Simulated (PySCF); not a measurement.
# C6H7NO: the cost of one run

Computed with PySCF 2.14.0, with density-fitted response routines of our own, on a single molecule in the gas phase. Atoms are numbered from 0 throughout.

## (1) The starting structure

15 atoms, charge 0, multiplicity 1; geometry from: GFN2-xTB.

Bonds of the start (Å): N0–C1 1.39, C1–C2 1.40, C2–C3 1.38, C3–C4 1.39, C4–O5 1.37, C4–C6 1.39, C6–C7 1.38, C7–C1 1.39, N0–H8 1.01, N0–H9 1.01, C2–H10 1.08, C3–H11 1.08, O5–H12 0.96, C6–H13 1.08, C7–H14 1.08.

## (2) Relaxing the molecule at PBE0-D3(BJ)/def2-SVP

What the job is given:

```
{"job": {"xc": "PBE0", "basis": "def2-SVP", "d3": "d3bj", "grid": 2, "kind": "geom"}, "charge": 0, "multiplicity": 1}
N     -2.727530     0.213430     0.612050
C     -1.387140     0.106050     0.272800
C     -0.760310    -1.139900     0.234420
C      0.588170    -1.245730    -0.034300
C      1.346360    -0.104700    -0.272240
O      2.679430    -0.253610    -0.542930
C      0.732040     1.139400    -0.234010
C     -0.619660     1.243780     0.035270
H     -3.183790     1.063080     0.319320
H     -3.279590    -0.616290     0.462200
H     -1.342710    -2.031290     0.418610
H      1.073660    -2.208070    -0.066140
H      3.074720     0.613290    -0.690370
H      1.313410     2.034160    -0.416840
H     -1.086520     2.218050     0.063130
```

Q: Estimate the wall time of this first job on 8 threads of Arm Neoverse V1, shared host.

About 45 s.
